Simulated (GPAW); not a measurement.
# NbTe in GPAW: the effect of functional

The system is NbTe.

```xyz
2
Lattice="3.7030 0.0000 0.0000 -1.8515 3.2069 0.0000 0.0000 0.0000 3.6942" Properties=species:S:1:pos:R:3 pbc="T T T"
Te    1.8515    1.0690    0.0000
Nb    0.0000    0.0000    1.8471
```

The cell comes from a database or a generator and needn't be the stable form of this composition.

Alike in all runs:

| Item | Value |
| --- | --- |
| Program | GPAW 26.7.0 |
| Task | band structure |
| Cutoff | 600 eV |
| Basis | pw |
| k mesh | 8 × 8 × 7 |
| Occupations | fermi-dirac, width 0.05 eV |
| Spin | no spin polarisation |

```tsv
functional	potentials or basis	pressure (GPa)
LDA	the program's PAW data sets (release 1.2.1) made for this functional	?
PBEsol	PAW data sets generated in the run's folder for this functional	-6.1
RPBE	the program's PAW data sets (release 1.2.1) made for this functional	0.7
revPBE	the program's PAW data sets (release 1.2.1) made for this functional	0.1
BLYP	PAW data sets generated in the run's folder for this functional	5.5
r2SCAN	GPAW PAW data sets (gpaw-data 1.2.1)	-2.1
```

Question: What does the run with functional LDA give?

Answer: Pressure -8.5 GPa.

Caveats: the PAW data sets were made with another functional, which shifts forces and pressure a little (some runs).

Runs at the PBE level aren't shown here.
